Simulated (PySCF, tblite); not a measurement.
# C2H7B3Cl2S2: geometry, infrared bands and NMR shifts

Aim: predict the infrared bands and NMR shifts of C2H7B3Cl2S2 (`CSBB(SC)B(Cl)Cl`).

Programs: tblite 0.8.0 and PySCF 2.14.0, with density-fitted response routines of our own. Each step states its level of theory. These are calculated values for one molecule in the gas phase, unless marked as measured. Atoms count from 0, in the outputs and in this text.

## 1. The starting structure

16 atoms, charge 0, multiplicity 1; geometry from: force field or distance geometry start.

Bonds of the start (Å): C0–S1 1.83, S1–B2 1.89, B2–B3 1.67, B3–S4 1.88, S4–C5 1.83, B3–B6 1.67, B6–Cl7 1.84, B6–Cl8 1.85, C0–H9 1.10, C0–H10 1.12, C0–H11 1.10, B2–H12 1.17, C5–H13 1.11, C5–H14 1.10, C5–H15 1.10.

## 2. Geometry optimisation with GFN2-xTB

What the job is given:

```
{"job": {"kind": "relax", "xc": "GFN2-xTB", "basis": "xTB"}, "charge": 0, "multiplicity": 1}
C      2.873100     0.832900     0.253300
S      1.869600     0.556600    -1.255900
B      0.883800    -0.861300    -0.482900
B     -0.549700    -0.546400     0.313000
S     -1.156300     1.225100     0.519600
C     -2.126200     1.208000    -1.032800
B     -1.433200    -1.798200     0.979600
Cl    -3.004500    -1.441900     1.876600
Cl    -0.866700    -3.555400     0.827100
H      3.576200     1.659900     0.066800
H      2.203300     1.122900     1.098800
H      3.432800    -0.082300     0.518100
H      1.263500    -1.964200    -0.584600
H     -2.604000     2.195700    -1.164300
H     -2.911300     0.435400    -0.980100
H     -1.458200     1.022000    -1.886500
```

Run with:

```bash
> OMP_NUM_THREADS=1 python probes_run.py task.json out
```

One launch serves the whole session: the jobs run in the order shown.

**Question.** This job is followed by: GFN2-xTB harmonic vibrations, gas phase; GIAO PBE0/pcSseg-1 NMR shielding, non-relativistic, gas phase. What will the session give for the following? strongest single infrared mode (GFN2-xTB); zero-point energy (GFN2-xTB); 13C shifts against TMS (PBE0/pcSseg-1); 1H shifts against TMS (PBE0/pcSseg-1, means over atoms taken as alike); 33S shifts against CS2 (PBE0/pcSseg-1); 11B shifts against BF3·OEt2 (PBE0/pcSseg-1); 35Cl shifts against HCl (PBE0/pcSseg-1, means over atoms taken as alike).

**Answer**, as computed:

| quantity | value |
| --- | --- |
| strongest single infrared mode (GFN2-xTB) | 970 cm⁻¹, 68 km/mol |
| zero-point energy (GFN2-xTB) | 62.1 kcal/mol |
| 13C shifts against TMS (PBE0/pcSseg-1) | 22.9, 21.6 ppm |
| 1H shifts against TMS (PBE0/pcSseg-1, means over atoms taken as alike) | 8.04, 2.55, 2.36 ppm |
| 33S shifts against CS2 (PBE0/pcSseg-1) | 131, 91 ppm |
| 11B shifts against BF3·OEt2 (PBE0/pcSseg-1) | 84.3, 74.6, 70.8 ppm |
| 35Cl shifts against HCl (PBE0/pcSseg-1, means over atoms taken as alike) | 334 ppm |

**Reading.** The optimisation took 213 steps and gained 2.412 eV; among the close pairs (by a distance rule), S1–B2 changed most, from 1.892 to 1.757 Å. All 42 modes are real, so the xTB geometry is a minimum. The strongest single mode, at 970 cm⁻¹, is spread over many atoms; the largest shares are those of H13, B3. GFN2-xTB is a fitted tight-binding method: band positions and strengths are rough. Its intensities can rank the bands wrongly. At PBE0/pcSseg-1: The widest tensor belongs to Cl7, Cl8: span 587 ppm, with a paramagnetic part of -533 ppm.
